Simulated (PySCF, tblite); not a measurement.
**AlH₁₀N₃O₂Si₂, a fragment of a glass network (3-ring): NMR shifts, core binding energies and electronic excitations**

Aim: the NMR shifts, core binding energies and electronic excitations of `[OH][Al-]1([OH])[NH][SiH2]N[SiH2][NH2+]1`. It is drawn as: Si Al Si, H ends, N bridges.

Programs: tblite 0.8.0 and PySCF 2.14.0. All values are calculated, for the isolated system unless a continuum is named. Atoms count from 0, parts from 1.

## (1) Starting point

18 atoms, charge 0, multiplicity 1; geometry: distance geometry start.

## (2) Geometry optimisation with GFN2-xTB

Job settings and geometry (Å):

```
{"job": {"kind": "relax", "xc": "GFN2-xTB", "basis": "xTB"}, "charge": 0, "multiplicity": 1}
O      0.359654     0.631370    -2.966544
Al     0.017570    -0.129921    -1.323719
O      1.522937     0.030050    -0.214927
N     -0.352409    -2.017625    -1.563632
Si    -1.039681    -2.858925    -0.089157
N     -2.363068    -1.848952     0.664192
Si    -1.920208    -0.135666     1.023344
N     -1.484429     0.741951    -0.484871
H      0.408615     1.611581    -3.141718
H      2.418196    -0.191428    -0.476271
H      0.291709    -2.522355    -2.127303
H     -1.548926    -4.131738    -0.491201
H     -0.012566    -3.054542     0.867041
H     -2.957812    -2.330193     1.330247
H     -3.037510     0.515406     1.639882
H     -0.826998    -0.119013     1.921298
H     -2.261888     0.733130    -1.157989
H     -1.251960     1.692821    -0.291917
```

With the program's defaults for keys left out, this is: GFN2-xTB geometry optimisation, gas phase.

Run with:

```
OMP_NUM_THREADS=1 python cluster_run.py task.json out
```

The driver reads the jobs from task.json and runs them one after another.

**Question.** The jobs that follow are: PBE0-D3(BJ)/def2-SVP geometry optimisation, gas phase; GIAO PBE0/pcSseg-1 NMR shielding, non-relativistic, gas phase; delta-SCF UKS SCAN, pcX-2 on the ionised atom, pcseg-1 elsewhere, spin-free X2C; TDDFT CAM-B3LYP/def2-SVPD, vertical, gas phase, core orbitals frozen in the response. Predict: point group; rotational constants (main isotopes); 1H shifts against TMS (PBE0/pcSseg-1); 17O shifts against H2O (PBE0/pcSseg-1); 27Al shifts against AlH4- (PBE0/pcSseg-1); 15N shifts against NH3 (PBE0/pcSseg-1); 29Si shifts against TMS (PBE0/pcSseg-1); O1s binding energies, SCAN/pcX-2; Al2p binding energies, SCAN/pcX-2; Si2p binding energies, SCAN/pcX-2 (standing for 1 of 2 atoms); N1s binding energies, SCAN/pcX-2 (standing for 1 of 3 atoms); lowest singlet (CAM-B3LYP/def2-SVPD); lowest triplet; vertical ionisation energy (ΔSCF).

The runs gave:

| quantity | value |
| --- | --- |
| point group | C1 |
| rotational constants (main isotopes) | 1.65, 1.17, 0.83 GHz |
| 1H shifts against TMS (PBE0/pcSseg-1) | 5.48, 4.99, 4.86, 4.72, 1.45, 1.36, 1.12, 1.08, 1.02, 0.49 ppm |
| 17O shifts against H2O (PBE0/pcSseg-1) | 70.2, 21.0 ppm |
| 27Al shifts against AlH4- (PBE0/pcSseg-1) | 7.5 ppm |
| 15N shifts against NH3 (PBE0/pcSseg-1) | 47.8, 43.4, 36.8 ppm |
| 29Si shifts against TMS (PBE0/pcSseg-1) | -34.9, -45.3 ppm |
| O1s binding energies, SCAN/pcX-2 | O0 537.31, O2 537.24 eV |
| Al2p binding energies, SCAN/pcX-2 | Al1 79.66 eV |
| Si2p binding energies, SCAN/pcX-2 (standing for 1 of 2 atoms) | Si6 107.59 eV |
| N1s binding energies, SCAN/pcX-2 (standing for 1 of 3 atoms) | N7 406.07 eV |
| lowest singlet (CAM-B3LYP/def2-SVPD) | 6.03 eV (206 nm), f = 0.029 |
| lowest triplet | 5.81 eV |
| vertical ionisation energy (ΔSCF) | 9.01 eV |

**Reading.** The start of the PBE0/def2-SVP relaxation was shaken at random by about 0.01 Å, so part of the energy gained, and of the first lengths quoted, undoes that. The optimisation took 41 steps and gained 0.585 eV; among the close pairs (by a distance rule), Al1–O2 changed most, from 1.642 to 1.764 Å (PBE0/def2-SVP). At PBE0/pcSseg-1: The widest tensor belongs to Si6: span 116 ppm, with a paramagnetic part of -481 ppm. At SCAN/pcX-2: the O1s levels computed lie within 0.07 eV of one another, too close to rank. The first singlet state (HOMO→LUMO 0.82) lies at 6.03 eV and is weak. The lowest triplet lies 0.22 eV below the lowest singlet (triplets in Tamm-Dancoff, singlets in full TDDFT). ΔSCF puts the ionisation energy at 9.01 eV, 0.64 eV above −ε(HOMO). A capped cluster stands for the solid here, so long-range fields and strain are missing, and bands or shifts of the capping hydrogens have no counterpart in it.
